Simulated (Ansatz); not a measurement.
Run this with the Ansatz DFT code, driven from Python and show what comes out.

The script, `transition_cs.py`:
```python
# -*- coding: utf-8 -*-
"""Pressure at which two phases of Cs cross."""

import warnings

import ansatz as az
import numpy as np
from tabulate import tabulate


def fcc(a_site, a):
    return (
        az.Lattice.fcc(a)
        .space_group(225)
        .atom(a_site, (0, 0, 0))
        .primitive()
    )


def sc(a_site, a):
    return (
        az.Lattice.cubic(a)
        .space_group(221)
        .atom(a_site, (0, 0, 0))
    )


def solve(name, crystal, pressure=0.0):
    calc = (
        crystal.calculation()
        .functional("PBEsol")
        .mixing("msr1", beta=0.2)
        .basis(420)  # cutoff of the orbital basis
        .scf(tolerance=1e-07)
        .kpoints(spacing=0.39)  # the mesh must be finer for metals
        .occupations("cold", width=0.05)  # the run then minimises F = E - TS
    )
    calc = calc.relax(force_tolerance=0.02, cell=True, pressure=pressure)
    return calc.run()


def volume_per_atom(outcome):
    return abs(np.linalg.det(outcome.lattice.cell_ang)) / len(outcome.lattice.sites)


def main():
    warnings.simplefilter("ignore")

    phases = {}
    phases["fcc"] = fcc("Cs", 7.64)
    phases["sc"] = sc("Cs", 4.97)

    # H = E + PV, with 1 eV per cubic angstrom equal to 160.2 GPa
    pressures = [0, 15, 30, 45]
    enthalpy, volume = {name: [] for name in phases}, {name: [] for name in phases}
    for p in pressures:
        for name, crystal in phases.items():
            o = solve(name, crystal, pressure=p)
            volume[name].append(volume_per_atom(o))
            enthalpy[name].append(o.report["energy_sigma0_ev"] / len(o.lattice.sites) + p * volume[name][-1] / 160.21766)
    gap = np.array(enthalpy["sc"]) - np.array(enthalpy["fcc"])
    rows = [(p, va, vb, 1000 * d) for p, va, vb, d in zip(pressures, volume["fcc"], volume["sc"], gap)]
    print(tabulate(rows, headers=["P (GPa)", "V fcc (A^3/atom)", "V sc (A^3/atom)", "H(sc) - H(fcc) (meV/atom)"], floatfmt=".4f", tablefmt="psql"))
    crossings = [p0 - g0 * (p1 - p0) / (g1 - g0) for p0, p1, g0, g1 in zip(pressures, pressures[1:], gap, gap[1:]) if g0 * g1 < 0]
    print("crossing near", [round(float(p), 1) for p in crossings], "GPa") if crossings else print("no crossing in this range")


if __name__ == "__main__":
    main()
```

```console
$ python transition_cs.py
+-----------+--------------------+-------------------+-----------------------------+
|   P (GPa) |   V fcc (A^3/atom) |   V sc (A^3/atom) |   H(sc) - H(fcc) (meV/atom) |
|-----------+--------------------+-------------------+-----------------------------|
|         0 |           111.4859 |          110.9053 |                     56.1016 |
|        15 |            27.4084 |           31.6030 |                    352.0958 |
|        30 |            23.7007 |           27.3098 |                    708.2391 |
|        45 |            21.7511 |           24.9962 |                   1027.8156 |
+-----------+--------------------+-------------------+-----------------------------+
no crossing in this range
```

The settings weren't tested for convergence. At a fixed pressure a relaxation lowers the enthalpy F + PV, while F alone can rise. For the metals among these phases the mesh is modest: differences between phases can be off by up to 40 meV an atom. The program warned that this SCF threshold is loose for forces or stresses. Only these two structures are compared, at zero temperature and with their symmetry kept; either may be hypothetical, and another phase may be lower than both. Differences under about 40 meV an atom lie within the error of mesh and functional. The cells are prototypes set up for this calculation and needn't exist. The script silences warnings, which a real study should read. Wall time of the script: 50 s on 1 thread of Arm Neoverse V2, with other jobs on the host, peak memory 0.41 GiB.
